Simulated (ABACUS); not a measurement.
HPbNO4:

```
CELL_PARAMETERS angstrom
3.85724 0.00000 0.00000
0.17568 4.33430 0.00000
0.70265 0.81828 5.88638
ATOMIC_POSITIONS crystal
Pb 0.64597 0.44651 0.91685
O 0.16958 0.47007 0.77768
O 0.62919 0.97045 0.49845
O 0.56424 0.92583 0.03849
O 0.78022 0.42250 0.31951
N 0.71474 0.23810 0.50058
H 0.61511 0.89559 0.19844
```

The cell was built by a generator and needn't be a form met in nature.

Program: ABACUS 3.10.1. Alike in all runs: task single point; no spin polarisation; cell as given; k mesh 5 × 4 × 3; smearing fermi-dirac 0.05 eV.

Order these runs on this cell by their pressure, lowest first.
A. level PBE; potentials or basis Ansatz NC PBE, DZP LCAO (the cutoffs set its grid); cutoff (eV) 1361; radial cutoff of the potentials (pseudo_rcut) 7 bohr; SCF threshold on the density 1e-07; eigensolver genelpa
B. level PBE; potentials or basis SG15 ONCV 1.2 PBE, TZDP LCAO (the cutoffs set its grid); cutoff (eV) 1361; radial cutoff of the potentials (pseudo_rcut) 7 bohr; SCF threshold on the density 1e-07; eigensolver genelpa
C. level PBEsol; potentials or basis GBRV ultrasoft 1.5 PBE, plane waves; cutoff (eV) 544; radial cutoff of the potentials (pseudo_rcut) 10 bohr; SCF threshold on the density 1e-08; eigensolver dav

C (-2.4 GPa), B (1.3 GPa), A (3.0 GPa).

Caveats: the atomic orbitals were generated for these runs and aren't a published set (some runs); the basis of atomic orbitals isn't converged, which shifts pressures, moduli and gaps (some runs); the potentials were made for another functional, which shifts forces and pressure (some runs).

Not every run made on this cell is shown here.
